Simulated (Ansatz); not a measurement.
# PrTaH2: the cost of one run

Method: DFT PBE, scalar-relativistic, plane waves, PAW; 4f electrons in the core of a trivalent norm-conserving potential, in Ansatz 0.2.0.

**1. The structure to begin with**

Symmetry: P6mm, No. 183, hexagonal system. Conventional cell: a = 4.051 Å, b = 4.051 Å, c = 4.869 Å, α = 90.00°, β = 90.00°, γ = 120.00°. Pr (site symmetry 6mm) has 2 Ta at 2.30 to 2.57 Å and 6 H at 2.37 Å in its first shell of neighbours. Ta (site symmetry 6mm) has 2 Pr at 2.30 to 2.57 Å in its first shell of neighbours. H (site symmetry 3m) is surrounded by 3 H at 2.34 Å and 3 Pr at 2.37 Å.

Structure file:

```
Pr Ta H
1.0
     4.05051    0.00000    0.00000
    -2.02525    3.50784    0.00000
     0.00000    0.00000    4.86893
Pr Ta H
1 1 2
Direct
  0.00000 0.00000 0.89418
  0.00000 0.00000 0.42199
  0.33333 0.66667 0.81133
  0.66667 0.33333 0.81133
```

Recipe of the guess: random cell by space group and Wyckoff sites (P6mm, No. 183). Lengths come from tabulated atomic sizes and are only a guess.

**2. The guess as it stands, on a coarse mesh**

input.yaml reads:

```yaml
crystal:
  lattice:
    - [4.05050646, 0.0, 0.0]
    - [-2.02525323, 3.50784149, 0.0]
    - [0.0, 0.0, 4.8689265]
  atoms:
    - { symbol: Pr, position: [0.0, 0.0, 0.89417637] }
    - { symbol: Ta, position: [0.0, 0.0, 0.42198766] }
    - { symbol: H, position: [0.33333333, 0.66666667, 0.81132818] }
    - { symbol: H, position: [0.66666667, 0.33333333, 0.81132818] }
basis:
  ecutwfc: 660
kpoints:
  mp_grid: { grid: [6, 6, 4] }
hamiltonian:
  xc: pbe
  pseudopotentials:
    kind: paw
    azcp: { Pr: "pseudopotentials/pbe/nc/lanthanide_3plus/Pr.nc.azcp" }
scf:
  occupations: { method: gaussian, width: 0.1 }
  lower_state_search: "off"
output:
  forces: true
  stress: true
  eigenvalues: true
```

Command:

```
ansatz run input.yaml --threads 1 --pin off --max-ram 2560MiB --backend cpu --events-out ev --progress --plain --runs-dir out
```

**Question.** How long does this run take on 1 thread of Arm Neoverse V1, shared host, and how much memory does it need?

About 5.7 s, with a peak of 0.31 GiB.
